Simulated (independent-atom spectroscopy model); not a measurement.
# InP on GaN: peak ratios against emission angle

Aim: the ratio of the In 3d5/2 peak of the film to the Ga 3p3/2 peak of the substrate as the sample is tilted.

Program: independent-atom spectroscopy model, version 2. Model: angle-resolved photoelectron peak ratio of a uniform film on a substrate: exponential attenuation with lengths from TPP-2M (nominal gaps) and the elastic albedo, Dirac-Hartree-Slater cross sections, magic-angle geometry. All values are calculated.

## 1. The sample

7 nm of InP (4.75 g/cm³) on GaN (6.15 g/cm³).

## 2. The run

The inputs of this calculation:

```json
{
  "film": "InP",
  "film_density": 4.75,
  "base": "GaN",
  "base_density": 6.15,
  "photon_energy": 1253.6,
  "film_peak": "In 3d5/2",
  "base_peak": "Ga 3p3/2",
  "thickness": 7.0,
  "emission_angle": [0, 10, 20, 30, 40, 45]
}
```

Units: film_density in g/cm³, base_density in g/cm³, photon_energy in eV, thickness in nm, emission_angle in degrees.

Before running it: what results should come out? Wanted: ratio at normal emission; ratio at 45°.

**Answer**, as computed:

```
                                            quantity    value
                            ratio at normal emission     68.5
                                        ratio at 45°      264
attenuation length of the substrate peak in the film  2.17 nm
                          thickness over that length     3.23
```

In words: The film is 3.2 attenuation lengths thick, so 4.0 % of the substrate's signal gets out at 0°. Tilting to 45° lengthens the path by 1/cos θ and raises the ratio 3.8-fold. Islands, roughness and grazing exit, where elastic scattering matters more, are outside the model.
